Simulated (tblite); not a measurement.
# C4H5F3O4Si: the cost of one run

Computed with tblite 0.8.0 (tight binding) and PySCF 2.14.0 (DFT, with response routines of our own); each step states its level. Atoms count from 0 throughout.

## Step 1: The molecule as given

17 atoms, charge 0, multiplicity 1; geometry from: MMFF94s geometry.

Bonds of the start (Å): C1–C4 1.52, C1–O2 1.35, C4–O5 1.21, C4–O6 1.36, C7–C8 1.52, C7–H15 1.10, C7–H16 1.10, C8–F10 1.36, C8–F11 1.35, C8–F9 1.35, O0–C1 1.23, O2–Si3 1.64, O6–C7 1.44, Si3–H12 1.49, Si3–H13 1.48, Si3–H14 1.49.

## Step 2: GFN2-xTB relaxation, conformer 1

What the job is given:

```
{"job": {"xc": "GFN2-xTB", "basis": "xTB", "kind": "relax"}, "charge": 0, "multiplicity": 1}
O      1.891400    -1.924600    -0.829300
C      1.214200    -1.141100    -0.174700
O      1.621900    -0.327600     0.826600
Si     3.180300    -0.240800     1.327900
C     -0.288500    -0.969500    -0.365200
O     -1.126900    -1.719100     0.093600
O     -0.504600     0.124900    -1.146800
C     -1.890400     0.426700    -1.374500
C     -2.501200     1.265400    -0.269000
F     -1.875400     2.457900    -0.165400
F     -3.811700     1.523200    -0.528500
F     -2.438100     0.662600     0.935500
H      3.605900    -1.564400     1.872500
H      4.059700     0.195700     0.222100
H      3.272900     0.757500     2.432000
H     -2.476300    -0.496600    -1.518800
H     -1.940000     0.981700    -2.317700
```

The run is started by

```
> OMP_NUM_THREADS=1 python ens_run.py task.json out
```

This one command runs the whole study; its stages follow in the order run.

Q: Estimate the wall time of this first job on 1 thread of Intel Xeon Platinum 8259CL at 2.50GHz, shared host.

About 2.6 s.
